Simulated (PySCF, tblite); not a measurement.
# C₈H₁₂BN: geometry, infrared bands and NMR shifts

What infrared bands and NMR shifts should C₈H₁₂BN (`B1CCC[C@@H]1n1cccc1`) show?

Computed with tblite 0.8.0 and PySCF 2.14.0, with density-fitted response routines of our own, on a single molecule in the gas phase. Atoms count from 0, in the outputs and in this text.

## Step 1: The molecule as given

22 atoms, charge 0, multiplicity 1; geometry from: force field or distance geometry start.

Bonds of the start (Å): B0–C1 1.59, C1–C2 1.54, C2–C3 1.51, C3–C4 1.52, C4–N5 1.47, N5–C6 1.36, C6–C7 1.38, C7–C8 1.39, C8–C9 1.39, C4–B0 1.58, C9–N5 1.35, B0–H10 1.18, C1–H11 1.10, C1–H12 1.11, C2–H13 1.11, C2–H14 1.12, C3–H15 1.12, C3–H16 1.12, C4–H17 1.12, C6–H18 1.08, C7–H19 1.08, C8–H20 1.07, C9–H21 1.08.

## Step 2: Relaxing the molecule with GFN2-xTB

The job: settings as JSON, then the geometry in Å.

```
{"job": {"kind": "relax", "xc": "GFN2-xTB", "basis": "xTB"}, "charge": 0, "multiplicity": 1}
B     -1.372500    -0.531900    -1.116300
C     -2.490400     0.396800    -0.480700
C     -1.959300     0.681300     0.937700
C     -0.985000    -0.419500     1.303600
C     -0.366700    -0.969100     0.025500
N      0.970400    -0.412900    -0.213800
C      1.310600     0.887800    -0.391100
C      2.682700     1.004300    -0.531900
C      3.197500    -0.280900    -0.439200
C      2.116300    -1.123600    -0.232900
H     -0.974500    -0.281200    -2.197400
H     -2.618900     1.325400    -1.052600
H     -3.449500    -0.165000    -0.415500
H     -1.435400     1.662500     0.937000
H     -2.810000     0.745500     1.664400
H     -0.214300    -0.050200     2.030500
H     -1.543200    -1.241600     1.821200
H     -0.323800    -2.083900     0.053600
H      0.605000     1.708600    -0.403600
H      3.240300     1.914000    -0.687000
H      4.231200    -0.553800    -0.502300
H      2.179100    -2.193300    -0.110100
```

The run is started by

```sh
> OMP_NUM_THREADS=1 python probes_run.py task.json out
```

This one command runs all jobs of the session in turn.

**Question.** This job is followed by: GFN2-xTB harmonic vibrations, gas phase; GIAO PBE0/pcSseg-1 NMR shielding, non-relativistic, gas phase. What will the session give for the following? strongest single infrared mode (GFN2-xTB); zero-point energy (GFN2-xTB); ¹³C shifts against TMS (PBE0/pcSseg-1, means over atoms taken as alike); ¹H shifts against TMS (PBE0/pcSseg-1, means over atoms taken as alike); ¹¹B shifts against BF3·OEt2 (PBE0/pcSseg-1); ¹⁵N shifts against NH3 (PBE0/pcSseg-1); surface potential, 1st and 99th percentile.

The runs gave:

| quantity | value |
| --- | --- |
| strongest single infrared mode (GFN2-xTB) | 2689 cm⁻¹, 114 km/mol |
| zero-point energy (GFN2-xTB) | 115.0 kcal/mol |
| ¹³C shifts against TMS (PBE0/pcSseg-1, means over atoms taken as alike) | 122.3, 114.0, 57.9, 42.6, 35.6, 30.0 ppm |
| ¹H shifts against TMS (PBE0/pcSseg-1, means over atoms taken as alike) | 8.54, 6.36, 6.11, 4.44, 2.27, 2.15, 2.10, 1.91, 1.79, 1.14 ppm |
| ¹¹B shifts against BF3·OEt2 (PBE0/pcSseg-1) | 94.9 ppm |
| ¹⁵N shifts against NH3 (PBE0/pcSseg-1) | 192.7 ppm |
| surface potential, 1st and 99th percentile | -1.19 V and 1.35 V |

Relaxing lowered the energy by 0.478 eV in 116 steps; the close pair that moved most is C3–H15, from 1.122 to 1.090 Å. All 60 modes are real, so the xTB geometry is a minimum. The strongest single mode, at 2689 cm⁻¹, moves mainly H10. GFN2-xTB is a fitted tight-binding method: band positions and strengths are rough. Its intensities can rank the bands wrongly. NICS(1)zz of -31 ppm above the planar ring from N5 marks a diatropic (aromatic) ring current. At PBE0/pcSseg-1, counted by nearest atom on the grid, the HOMO lies on C6, C9 about 30 % each; C7, C8 about 12 % each, the LUMO on B0 52 %; H10 13 %.
